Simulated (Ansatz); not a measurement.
# H9NOSi2: the cost of one run

All numbers below are computed with Ansatz 0.2.0 (RKS r2SCAN/6-31G*).

## 1. The system as given

Bond lengths: Si1–O3 1.680 Å, O3–Si4 1.680 Å, Si4–H5 1.460 Å, Si4–H6 1.460 Å, Si4–H7 1.460 Å, Si1–H8 1.459 Å, Si1–H9 1.459 Å, Si1–N10 2.120 Å, N10–H11 1.060 Å, N10–H12 1.060 Å. Angles (14 of 16 angles, heavy atoms first): Si1–O3–Si4 125.0°, O3–Si1–N10 67.1°, O3–Si1–H8 109.5°, O3–Si1–H9 109.5°, H8–Si1–N10 72.9°, H9–Si1–N10 176.5°, O3–Si4–H5 109.5°, O3–Si4–H6 109.5°, O3–Si4–H7 109.5°, Si1–N10–H11 120.0°, Si1–N10–H12 120.0°, H8–Si1–H9 109.5°, H5–Si4–H6 109.4°, H5–Si4–H7 109.4°.

As a file:

```xyz
13

Si    0.0000    0.0000    0.0000
H     0.0000    0.0000    1.8100
O     1.5842    0.0000   -0.5594
Si    2.4906   -1.3762   -0.8866
H     1.6598   -2.3521   -1.5857
H     3.6318   -1.0202   -1.7249
H     2.9691   -1.9538    0.3660
H    -0.6877    1.1914   -0.4862
H    -0.6877   -1.1914   -0.4862
N     1.1118    1.6767    0.6685
H     1.9684    1.5363    1.2769
H     0.8112    2.6555    0.3943
H     0.5486    0.8273    1.7642
```

## 2. A restrained relaxation towards end A

Springs on the bonds that form and break draw the guess towards this end; the thresholds are loose.

The input, input.yaml:

```yaml
crystal:
  periodic: [false, false, false]
  atoms:
    - { symbol: Si, position_ang: [0.0, 0.0, 0.0] }
    - { symbol: H, position_ang: [0.0, 0.0, 1.81] }
    - { symbol: O, position_ang: [1.5842, 0.0, -0.5594] }
    - { symbol: Si, position_ang: [2.4906, -1.3762, -0.8866] }
    - { symbol: H, position_ang: [1.6598, -2.3521, -1.5857] }
    - { symbol: H, position_ang: [3.6318, -1.0202, -1.7249] }
    - { symbol: H, position_ang: [2.9691, -1.9538, 0.366] }
    - { symbol: H, position_ang: [-0.6877, 1.1914, -0.4862] }
    - { symbol: H, position_ang: [-0.6877, -1.1914, -0.4862] }
    - { symbol: "N", position_ang: [1.1118, 1.6767, 0.6685] }
    - { symbol: H, position_ang: [1.9684, 1.5363, 1.2769] }
    - { symbol: H, position_ang: [0.8112, 2.6555, 0.3943] }
    - { symbol: H, position_ang: [0.5486, 0.8273, 1.7642] }
basis:
  gaussian: { orbitals: "6-31G*" }
hamiltonian:
  xc: r2scan
relax:
  f_tol: 0.15
  max_steps: 25
  restrain:
    - { distance: [0, 9], at: 3.02, k: 30.0 }
    - { distance: [12, 1], at: 1.86, k: 30.0 }
    - { distance: [0, 1], at: 1.46, k: 30.0 }
    - { distance: [12, 9], at: 1.06, k: 30.0 }
```

Started as:

```
> ansatz run input.yaml --threads 2 --pin off --max-ram 3072MiB --backend cpu --events-out ev --progress --plain --runs-dir out
```

What time and memory should one allow on 2 threads of Arm Neoverse V2, shared host?

About 41 s, with a peak of 0.15 GiB.
